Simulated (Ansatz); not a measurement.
**BHBr2: up Jacob's ladder to CCSD(T)**

An exercise on one series of results from a longer session: the logs are not shown, and one member is left open.

Method: functionals in def2-TZVPP, the program's frozen cores in correlated methods; program: Ansatz 0.2.0, Gaussian basis.

The runs, in order: LDA (SPW92), PBE-D4, revPBE-D4, BLYP-D4, r2SCAN-D4, B97M-V, PBE0-D4, B3LYP-D4, r2SCANh-D4, r2SCAN0-D4, HSE06-D4, BHLYP-D4, CAM-B3LYP-D4, LC-ωPBE, ωB97X-V, ωB97M-V, B2PLYP, PBE-QIDH; CCSD(T)/def2-SVP; CCSD(T)/def2-TZVPP; MP2/def2-QZVPP; extrapolation to the limit; RPA on PBE.

## Structure used throughout

The geometry comes from an earlier relaxation with PBE0-D4 in a triple-zeta def2 set; it is a stationary point.

4 atoms, charge 0, spin multiplicity 1.

Atoms are counted from 1 here; the program's logs count them from 0.

Bond lengths: Br1–B2 1.891 Å, B2–Br3 1.891 Å, B2–H4 1.186 Å. Angles: Br1–B2–Br3 121.4°, Br1–B2–H4 119.3°, Br3–B2–H4 119.3°.

The first run:

Contents of in.yaml:

```yaml
crystal:
  periodic: [false, false, false]
  atoms:
    - {symbol: Br, position_ang: [0.741772, 0.216791, 1.641631]}
    - {symbol: B, position_ang: [-0.143576, 0.036576, -0.019427]}
    - {symbol: Br, position_ang: [0.723164, -0.718355, -1.520836]}
    - {symbol: H, position_ang: [-1.265860, 0.404688, -0.121668]}
basis:
  gaussian: {orbitals: def2-TZVPP}
hamiltonian: {xc: lda}
output: {orbitals: {seedname: orbitals}}
```

The run is started by

```bash
$ ansatz run in.yaml --threads 4 --pin off --events-out ev --progress --plain --max-ram 10444MiB
```

Steps of the session up to this table: LDA; PBE-D4 (GGA); revPBE-D4 (GGA); BLYP-D4 (GGA); r2SCAN-D4 (meta-GGA); B97M-V (meta-GGA); PBE0-D4 (hybrid); B3LYP-D4 (hybrid); r2SCANh-D4 (hybrid); r2SCAN0-D4 (hybrid); HSE06-D4 (hybrid); BHLYP-D4 (hybrid); CAM-B3LYP-D4 (range-separated); LC-ωPBE (range-separated); ωB97X-V (range-separated); ωB97M-V (range-separated); B2PLYP (double hybrid); PBE-QIDH (double hybrid).

One table of the session follows, with a row left open; its other results are not shown here.

It belongs to the step «Orbital energies across the functionals». 

```
  functional  HOMO (eV)  LUMO (eV)  gap (eV)
 LDA (SPW92)      -7.43      -3.19      4.24
      PBE-D4      -7.26      -2.93      4.33
   revPBE-D4      -7.21      -2.83      4.38
     BLYP-D4      -7.08      -2.74      4.33
   r2SCAN-D4      -7.59      -2.67      4.91
      B97M-V      -7.66      -2.61      5.05
     PBE0-D4      -8.54      -2.04      6.50
    B3LYP-D4      -8.26      -2.20      6.06
  r2SCANh-D4      -8.05      -2.36      5.70
  r2SCAN0-D4      -8.75      -1.88      6.87
    HSE06-D4      -8.14      -2.43      5.72
    BHLYP-D4      -9.64      -0.98      8.66
CAM-B3LYP-D4      -9.85      -0.91      8.94
     LC-ωPBE     -11.25       0.18     11.43
     ωB97X-V     -10.88       0.14     11.02
     ωB97M-V          ?          ?         ?
```

Q: Estimate the row for ωB97M-V from the others.

As computed: HOMO (eV): -10.74; LUMO (eV): -0.02; gap (eV): 10.71. In the column «HOMO (eV)» it lies between ωB97X-V (-10.88) and CAM-B3LYP-D4 (-9.85).
